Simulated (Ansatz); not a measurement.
I need a formation energy from the elements of RbBiO3 and its elements. Use Ansatz 0.2.0 through its Python package. Level of theory (first run): LDA, PAW, cutoff 500 eV, Gaussian smearing of 0.05 eV.

The script, `formation.py`:
```python
"""Heat of formation of RbBiO3 at zero temperature, after relaxing cells and atoms."""

from collections import Counter

import ansatz
import numpy as np

MIXING_BETA = 0.3
CUTOFF_EV = 500
KSPACING = 0.3
SMEARING = "gaussian"
WIDTH_EV = 0.05

PHASES = {
    "RbBiO3": (
        [(4.25982, 0.0, 0.0), (0.0, 4.25982, 0.0), (0.0, 0.0, 4.25982)],
        [
            ("Rb", (0.0, 0.0, 0.0)),
            ("Bi", (0.5, 0.5, 0.5)),
            ("O", (0.5, 0.5, 0.0)),
            ("O", (0.5, 0.0, 0.5)),
            ("O", (0.0, 0.5, 0.5)),
        ],
    ),
    "Rb": (
        [(-2.8025, 2.8025, 2.8025), (2.8025, -2.8025, 2.8025), (2.8025, 2.8025, -2.8025)],
        [
            ("Rb", (0.0, 0.0, 0.0)),
        ],
    ),
    "Bi": (
        [(2.2675, 1.30914, 3.938), (-2.2675, 1.30914, 3.938), (0.0, -2.61828, 3.938)],
        [
            ("Bi", (0.234, 0.234, 0.234)),
            ("Bi", (0.766, 0.766, 0.766)),
        ],
    ),
    "O2": (
        [(9.0, 0.0, 0.0), (0.0, 9.5, 0.0), (0.0, 0.0, 10.0)],
        [
            ("O", (0.5, 0.5, 0.4385)),
            ("O", (0.5, 0.5, 0.5615)),
        ],
    ),
}


def build(vectors, sites):
    crystal = ansatz.Crystal(lattice=ansatz.Lattice.of(vectors))
    for symbol, position in sites:
        crystal = crystal.atom(symbol, position)
    return crystal

POLARISED = {"O2"}

GASES = {"O2"}


def ground_state(name, crystal):
    calc = (
        crystal.calculation()
        .mixing("broyden", beta=MIXING_BETA)
        .functional(ansatz.Functional.LDA)
        .scf(algorithm="direct_min")
        .basis(CUTOFF_EV)
        .kpoints(spacing=KSPACING)
        .occupations(SMEARING, width=WIDTH_EV)
        .stress()
    )
    if name in POLARISED:
        calc = calc.spin("collinear")
    if name in GASES:
        return calc.kpoints(1, 1, 1).relax(force_tolerance=0.02).run()
    calc = calc.relax(force_tolerance=0.02, cell=True)
    return calc.run()


def counts(outcome):
    return Counter(site.symbol for site in outcome.lattice.sites)

def formation_energy(outcome, mu):
    n = counts(outcome)
    return (outcome.report["energy_sigma0_ev"] - sum(k * mu[element] for element, k in n.items())) / sum(n.values())


def volume_per_atom(outcome):
    return abs(np.linalg.det(outcome.lattice.cell_ang)) / len(outcome.lattice.sites)

phases = {name: build(*cell) for name, cell in PHASES.items()}
phases["O2"] = phases["O2"].moments(O=1.0)

done = {name: ground_state(name, crystal) for name, crystal in phases.items()}

# chemical potentials of the elements at zero temperature
references = {"Rb": "Rb", "Bi": "Bi", "O": "O2"}
mu = {element: done[name].report["energy_sigma0_ev"] / len(done[name].lattice.sites) for element, name in references.items()}

target = done["RbBiO3"]
heat = formation_energy(target, mu)
n = counts(target)
print("cell content:", dict(n), " volume", round(volume_per_atom(target), 3), "A^3/atom")
print("formation energy", round(heat, 4), "eV/atom,", round(heat * sum(n.values()), 4), "eV per cell")
print("bound against the elements" if heat < 0 else "unbound against the elements")
# gas references are bare DFT energies, without zero-point or fitted corrections
```

`python formation.py` gives:
```text
DeckWarning: output.stress: scf.convergence.dr2_threshold = 1e-7 eV (the SCF's general default) is looser than the 2e-10 eV advised for a printed stress (1e-10 eV for each atom of the cell: 2). What an SCF threshold leaves in a stress goes as its square root, [...]
--- The result so far, ahead of a search for a lower minimum behind the relaxation; the run's own can be another ---
--- Relaxed structure (4 steps of the walk, 4 accepted, 0 SCFs on fresh bases) ---
  F+E_penalty+E_count = -1104.72524897 eV   max|allowed force component| = 7.143e-4 eV/Å
  atoms:
    - { symbol: O, position: [0.5, 0.5, 0.4400128115819104] }
    - { symbol: O, position: [0.5, 0.5, 0.5599871884180896] }
cell content: {<Element.RB: 'Rb'>: 1, <Element.BI: 'Bi'>: 1, <Element.O: 'O'>: 3}  volume 14.745 A^3/atom
formation energy -1.3468 eV/atom, -6.7338 eV per cell
bound against the elements
```
(Warnings from the package without file and line, shortened.)

What to keep in mind:
- The settings weren't tested for convergence.
- The magnetic order follows from the starting moments and needn't be the lowest.
- For the metals among these phases the mesh is modest: differences between phases can be off by up to 40 meV an atom.
- Spin-orbit coupling, which matters for elements this heavy, is left out.
- The cells come from databases of deposited and of computed structures, and not all need be stable phases.
- The compound is the structure given, not necessarily its lowest; energies are at zero temperature, with no correction for gases. Magnetic phases start from parallel moments and may not end in their lowest magnetic state. A semilocal functional's error on such energies is often 0.05 to 0.1 eV an atom, and 0.1 to 0.3 eV against gases such as O2 or F2.
- The whole script took 3 min on 1 thread of Arm Neoverse N1, with other jobs on the host, peak memory 0.65 GiB.
